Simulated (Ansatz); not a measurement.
# AlAu2: what a guessed cell relaxes into

The task: take a trial cell of AlAu2 to zero force and stress.

Computed with Ansatz 0.2.0 (DFT PBE, scalar-relativistic, plane waves, PAW, unless a step's input says otherwise).

## (1) The structure to begin with

The structure is tetragonal, space group P4/mmm (No. 123). The conventional cell has a = 3.386 Å, b = 3.386 Å, c = 17.000 Å, α = 90.00°, β = 90.00°, γ = 90.00°. Al (site symmetry 4/mmm) is surrounded by 8 Au at 2.75 Å. Au (site symmetry 4mm) has 1 Au at 2.72 Å and 4 Al at 2.75 Å as nearest neighbours.

As a file:

```cif
data_structure
_symmetry_space_group_name_H-M 'P 1'
_symmetry_Int_Tables_number 1
_cell_length_a 3.3863
_cell_length_b 3.3863
_cell_length_c 17.0000
_cell_angle_alpha 90.000
_cell_angle_beta 90.000
_cell_angle_gamma 90.000
_cell_volume 194.94
loop_
_atom_site_label
_atom_site_type_symbol
_atom_site_fract_x
_atom_site_fract_y
_atom_site_fract_z
_atom_site_occupancy
Al1 Al 0.50000 0.50000 0.50000 1
Au1 Au 0.00000 0.00000 0.57991 1
Au2 Au 0.00000 0.00000 0.42009 1
```

A structure generator made this guess: random sheet by layer group and Wyckoff sites. Its size is a rough estimate.

Only a and b are periodic; c spans vacuum, so the box's volume, pressure and space group aren't properties of the sheet.

## (2) Probe: one point on a coarse mesh

input.yaml reads:

```yaml
crystal:
  lattice:
    - [3.386326, 0.0, 0.0]
    - [0.0, 3.386326, 0.0]
    - [0.0, 0.0, 17.0]
  atoms:
    - { symbol: Al, position: [0.5, 0.5, 0.5] }
    - { symbol: Au, position: [0.0, 0.0, 0.57991312] }
    - { symbol: Au, position: [0.0, 0.0, 0.42008688] }
  periodic: [true, true, false]
basis:
  ecutwfc: 420
kpoints:
  mp_grid: { grid: [6, 6, 1] }
hamiltonian:
  xc: pbe
scf:
  occupations: { method: gaussian, width: 0.1 }
  lower_state_search: "off"
output:
  forces: true
  stress: true
  eigenvalues: true
```

Started as:

```console
> ansatz run input.yaml --threads 1 --pin off --max-ram 2048MiB --backend cpu --events-out ev --progress --plain --runs-dir out
```

Further runs follow: coarse relaxation; relaxation on the finer mesh; relaxation repeated from the relaxed cell.

Before running it: what results should come out? Wanted: relaxed cell; area; thickness between outermost nuclei; energy over the elements; gap on the mesh.

**Answer**, as computed:

```
                              quantity                                value
symmetry at the end (tolerance 0.05 Å)          layer group p4/mmm (No. 61)
                          relaxed cell  a = 2.946 Å, b = 2.946 Å, γ = 90.0°
                                  area                         2.89 Å²/atom
    thickness between outermost nuclei                               3.37 Å
              energy over the elements                        -0.05 eV/atom
                       gap on the mesh                         none (metal)
```

What this shows: The layer group p4/mmm (No. 61) is kept, and the area per atom shrinks by 24.3 % from the first guess. A negative formation energy is needed for stability but isn't enough; other structures and compounds were not set against it here. No finished test with a distortion of lower symmetry is shown, so the end may be a saddle point. Spin-orbit coupling is left out for Au. The last relaxation has no spin, and with this many d or unpaired electrons a magnetic state may lie lower.
